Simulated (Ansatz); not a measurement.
# C₃H₁₀Si₂: up Jacob's ladder to CCSD(T)

The task here is to estimate one member of a computed series from the others.

Program: Ansatz 0.2.0, Gaussian basis. Level of theory: functionals in def2-TZVPP, the program's frozen cores in correlated methods. These are calculated values, not measurements.

The runs, in order: LDA (SPW92), PBE-D4, revPBE-D4, BLYP-D4, r2SCAN-D4, B97M-V, PBE0-D4, B3LYP-D4, r2SCANh-D4, r2SCAN0-D4, HSE06-D4, BHLYP-D4, CAM-B3LYP-D4, LC-ωPBE, ωB97X-V, ωB97M-V, B2PLYP, PBE-QIDH; CCSD(T)/def2-SVP; CCSD(T)/def2-TZVPP; MP2/def2-QZVPP; extrapolation to the limit; RPA on PBE.

### The relaxed structure

The geometry comes from an earlier relaxation with PBE0-D4 in a triple-zeta def2 set; it is a stationary point, not always the lowest conformer.

15 atoms, charge 0, spin multiplicity 1.

Atoms are counted from 1 here; the program's logs count them from 0.

Bond lengths: C1–C2 1.332 Å, C1–H6 1.088 Å, C1–H7 1.085 Å, C2–C3 1.499 Å, C2–Si4 1.872 Å, C3–H8 1.093 Å, C3–H9 1.095 Å, C3–H10 1.095 Å, Si4–Si5 2.343 Å, Si4–H11 1.492 Å, Si4–H12 1.489 Å, Si5–H13 1.488 Å, Si5–H14 1.490 Å, Si5–H15 1.489 Å. Angles: C2–C1–H6 121.4°, C2–C1–H7 122.2°, H6–C1–H7 116.4°, C1–C2–C3 122.0°, C1–C2–Si4 119.6°, C3–C2–Si4 118.4°, C2–C3–H8 111.5°, C2–C3–H9 111.0°, C2–C3–H10 111.3°, H8–C3–H9 108.3°, H8–C3–H10 108.2°, H9–C3–H10 106.4°, C2–Si4–Si5 110.7°, C2–Si4–H11 110.0°, C2–Si4–H12 109.5°, Si5–Si4–H11 108.0°, Si5–Si4–H12 109.8°, H11–Si4–H12 108.8° and more.

The first run:

Contents of in.yaml:

```yaml
crystal:
  periodic: [false, false, false]
  atoms:
    - {symbol: C, position_ang: [-0.649967, 1.359255, 1.574649]}
    - {symbol: C, position_ang: [-0.715218, 0.472224, 0.582948]}
    - {symbol: C, position_ang: [-1.652004, 0.642805, -0.575065]}
    - {symbol: Si, position_ang: [0.409248, -1.024379, 0.604951]}
    - {symbol: Si, position_ang: [1.942360, -0.935765, -1.165161]}
    - {symbol: H, position_ang: [-1.277470, 2.248588, 1.582717]}
    - {symbol: H, position_ang: [0.024920, 1.236790, 2.415370]}
    - {symbol: H, position_ang: [-2.247558, 1.553737, -0.477172]}
    - {symbol: H, position_ang: [-2.336681, -0.207424, -0.655182]}
    - {symbol: H, position_ang: [-1.107111, 0.691769, -1.523341]}
    - {symbol: H, position_ang: [-0.396035, -2.271385, 0.455472]}
    - {symbol: H, position_ang: [1.139426, -1.078424, 1.901055]}
    - {symbol: H, position_ang: [2.827337, 0.252947, -1.027557]}
    - {symbol: H, position_ang: [1.225614, -0.833174, -2.466970]}
    - {symbol: H, position_ang: [2.791238, -2.158162, -1.197415]}
basis:
  gaussian: {orbitals: def2-TZVPP}
hamiltonian: {xc: lda}
output: {orbitals: {seedname: orbitals}}
```

Among the steps run: LDA; PBE-D4 (GGA); revPBE-D4 (GGA); BLYP-D4 (GGA); r2SCAN-D4 (meta-GGA); B97M-V (meta-GGA); PBE0-D4 (hybrid); B3LYP-D4 (hybrid); r2SCANh-D4 (hybrid); r2SCAN0-D4 (hybrid); HSE06-D4 (hybrid); BHLYP-D4 (hybrid); CAM-B3LYP-D4 (range-separated); LC-ωPBE (range-separated); ωB97X-V (range-separated); ωB97M-V (range-separated); B2PLYP (double hybrid); PBE-QIDH (double hybrid).

One of the session's tables, all rows but one given; the rest of the session is left out.

It belongs to the step «Orbital energies across the functionals». 

```
  functional  HOMO (eV)  gap (eV)
 LDA (SPW92)      -6.48      4.92
      PBE-D4      -6.35      4.99
   revPBE-D4      -6.30      5.02
     BLYP-D4      -6.20      4.99
   r2SCAN-D4      -6.55      5.39
      B97M-V          ?         ?
     PBE0-D4      -7.41      7.01
    B3LYP-D4      -7.20      6.61
  r2SCANh-D4      -6.94      6.14
  r2SCAN0-D4      -7.54      7.25
    HSE06-D4      -7.02      6.24
    BHLYP-D4      -8.33      9.03
CAM-B3LYP-D4      -8.68      9.43
     LC-ωPBE     -10.02     11.87
     ωB97X-V      -9.66     11.44
     ωB97M-V      -9.52     11.11
```

**Question.** Estimate the row for B97M-V.

**Answer.** HOMO (eV): -6.63; gap (eV): 5.42. In the column «HOMO (eV)» it lies between r2SCANh-D4 (-6.94) and r2SCAN-D4 (-6.55).
